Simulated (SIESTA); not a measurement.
Set up this calculation in SIESTA 5.4.2, as the native input.

```yaml
Task: single point
Functional: PBEsol
Potentials_or_basis: PseudoDojo 0.4 standard (PBEsol files)
Basis: DZP (energy shift 0.003 Ry; two zetas on semicore shells)
Grid_cutoff: 800 Ry
Energy_shift: 0.003 Ry
k_mesh: 7 × 6 × 10
Occupations: fermi-dirac, width 0.05 eV
Spin: collinear spin, ferromagnetic start
Starting_moments: "[3.0, 3.0, 0.0, 0.0, 0.0, 0.0] μB"
```

The system is CrN2.

```
Cr N
1.0
     3.90179    0.00000    0.00000
     0.00000    4.80951    0.00000
     0.00000    0.00000    2.78417
Cr N
2 4
Direct
  0.99640 0.00861 0.01561
  0.49698 0.50861 0.49077
  0.86133 0.59058 0.99438
  0.12607 0.41448 0.99209
  0.36105 0.91244 0.48676
  0.64136 0.08592 0.48397
```

The cell comes from a database or a generator and needn't be the stable form of this composition.

The cell isn't the ideal one: atoms moved at random, drawn with an rms of 0.05 Å.

One way to write it, as run:

CrN2.fdf

```
SystemName                      CrN2
SystemLabel                     CrN2
NumberOfSpecies                 2
NumberOfAtoms                   6
%block ChemicalSpeciesLabel
  1  24 Cr
  2   7 N
%endblock ChemicalSpeciesLabel

LatticeConstant                 1.0 Ang
%block LatticeVectors
     3.9017860000     0.0000000000     0.0000000000
     0.0000000000     4.8095120000     0.0000000000
     0.0000000000     0.0000000000     2.7841700000
%endblock LatticeVectors
AtomicCoordinatesFormat         Fractional
%block AtomicCoordinatesAndAtomicSpecies
    -0.0035960000     0.0086070000     0.0156060000  1  Cr
     0.4969750000     0.5086110000     0.4907700000  1  Cr
     0.8613350000     0.5905820000    -0.0056250000  2  N
     0.1260710000     0.4144760000    -0.0079130000  2  N
     0.3610540000     0.9124440000     0.4867560000  2  N
     0.6413560000     0.0859200000     0.4839660000  2  N
%endblock AtomicCoordinatesAndAtomicSpecies

%block kgrid.MonkhorstPack
    7   0   0  0.0
    0   6   0  0.0
    0   0  10  0.0
%endblock kgrid.MonkhorstPack
XC.Functional                   GGA
XC.Authors                      PBEsol
PAO.BasisSize                   DZP
PAO.EnergyShift                 0.003 Ry
Mesh.Cutoff                     800 Ry
Spin                            polarized
%block DM.InitSpin
    1   3.000
    2   3.000
    3   0.000
    4   0.000
    5   0.000
    6   0.000
%endblock DM.InitSpin
OccupationFunction              FD
ElectronicTemperature           0.05 eV
MaxSCFIterations                200
SCF.MustConverge                false
SCF.Mixer.Method                Pulay
SCF.Mixer.Weight                0.1
SCF.Mixer.History               10
SCF.DM.Tolerance                5.0e-05
SCF.H.Tolerance                 1.0e-03 eV
WriteForces                     true
Charge.Mulliken                 end
%block PAO.Basis
  Cr 5
  n=3 0 2
    2.890 0.000
  n=4 0 2
    8.651 0.000
  n=3 1 2
    3.273 0.000
  n=4 1 1
    8.651
  n=3 2 2
    6.355 0.000
%endblock PAO.Basis
```

Potentials or basis: PseudoDojo 0.4 standard (PBEsol files), DZP (energy shift 0.003 Ry; two zetas on semicore shells).

Command:

```bash
$ siesta CrN2.fdf > CrN2.out 2>&1
```

It gave:

- Pressure: -6.2 GPa
- Largest force: 1.376 eV/Å
- Band gap on the k mesh: none (metal or under the smearing width)
- Net moment: 4.21 μB per cell
- Site moments: Cr +2.33, +2.45; N -0.14, -0.15, -0.13 μB

Caveat: the basis of atomic orbitals isn't converged, which shifts pressures, moduli and gaps; only a ferromagnetic start was run, and an antiferromagnetic order may lie lower in energy.

Wall time 9.3 min on 1 thread of Arm Neoverse V1, with other jobs on the host, peak memory 0.55 GiB.
